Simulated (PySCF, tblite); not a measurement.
# C7H9NOSi: geometry, infrared bands and NMR shifts

Aim: predict the infrared bands and NMR shifts of C7H9NOSi (`C=C(C#N)[Si@H]1CC=C(C)O1`).

The runs use tblite 0.8.0 and PySCF 2.14.0, with density-fitted response routines of our own; the level of theory stands in each step. All values are computed, except where a source is named. Atoms count from 0, in the outputs and in this text.

## (1) Starting geometry

19 atoms, charge 0, multiplicity 1; geometry from: force field or distance geometry start.

Bonds of the start (Å): C0–C1 1.35, C1–C2 1.45, C2–N3 1.16, C1–Si4 1.81, Si4–C5 1.90, C5–C6 1.47, C6–C7 1.28, C7–C8 1.53, C7–O9 1.36, O9–Si4 1.74, C0–H10 1.10, C0–H11 1.08, Si4–H12 1.45, C5–H13 1.10, C5–H14 1.10, C6–H15 1.11, C8–H16 1.09, C8–H17 1.11, C8–H18 1.10.

## (2) Relaxing the molecule with GFN2-xTB

What the job is given:

```
{"job": {"kind": "relax", "xc": "GFN2-xTB", "basis": "xTB"}, "charge": 0, "multiplicity": 1}
C      2.419200    -0.334400     1.301700
C      2.314000     0.406900     0.176400
C      3.512800     1.039900    -0.350300
N      4.445200     1.577100    -0.781400
Si     0.677100     0.541200    -0.579200
C     -0.062500    -1.156500    -0.986800
C     -1.459300    -0.858300    -0.619500
C     -1.659400     0.155200     0.136800
C     -3.069900     0.549100     0.579100
O     -0.596300     0.896400     0.553300
H      1.492300    -0.802500     1.679400
H      3.361400    -0.463100     1.822900
H      0.632200     1.453000    -1.705800
H      0.334400    -1.888400    -0.275400
H      0.075000    -1.391600    -2.049000
H     -2.279000    -1.516700    -0.982300
H     -2.985500     1.055300     1.545100
H     -3.548600     1.140500    -0.227000
H     -3.612900    -0.393900     0.754500
```

Run with:

```
$ OMP_NUM_THREADS=1 python probes_run.py task.json out
```

This one command runs all jobs of the session in turn.

**Question.** This job is followed by: GFN2-xTB harmonic vibrations, gas phase; GIAO PBE0/pcSseg-1 NMR shielding, non-relativistic, gas phase. Predict these results of the whole session: strongest single infrared mode (GFN2-xTB); zero-point energy (GFN2-xTB); 13C shifts against TMS (PBE0/pcSseg-1); 1H shifts against TMS (PBE0/pcSseg-1, means over atoms taken as alike); 15N shifts against NH3 (PBE0/pcSseg-1); 29Si shifts against TMS (PBE0/pcSseg-1); 17O shifts against H2O (PBE0/pcSseg-1).

As calculated:

| quantity | value |
| --- | --- |
| strongest single infrared mode (GFN2-xTB) | 2293 cm⁻¹, 288 km/mol |
| zero-point energy (GFN2-xTB) | 87.6 kcal/mol |
| 13C shifts against TMS (PBE0/pcSseg-1) | 164.2, 157.3, 125.7, 122.5, 104.8, 20.4, 20.3 ppm |
| 1H shifts against TMS (PBE0/pcSseg-1, means over atoms taken as alike) | 7.14, 6.77, 5.49, 5.16, 1.97, 1.96, 1.87 ppm |
| 15N shifts against NH3 (PBE0/pcSseg-1) | 325.8 ppm |
| 29Si shifts against TMS (PBE0/pcSseg-1) | 7.6 ppm |
| 17O shifts against H2O (PBE0/pcSseg-1) | 126.9 ppm |

Over 201 steps the energy fell by 0.790 eV; of the close pairs, Si4–O9 changed most, 1.741 to 1.646 Å. All 51 modes are real, so the xTB geometry is a minimum. The strongest single mode, at 2293 cm⁻¹, moves mainly H12. Unscaled tight-binding wavenumbers are off by several per cent, some by more. Its intensities can rank the bands wrongly. At PBE0/pcSseg-1: Shielding is most anisotropic at N3 (span 409 ppm, paramagnetic term -398 ppm).
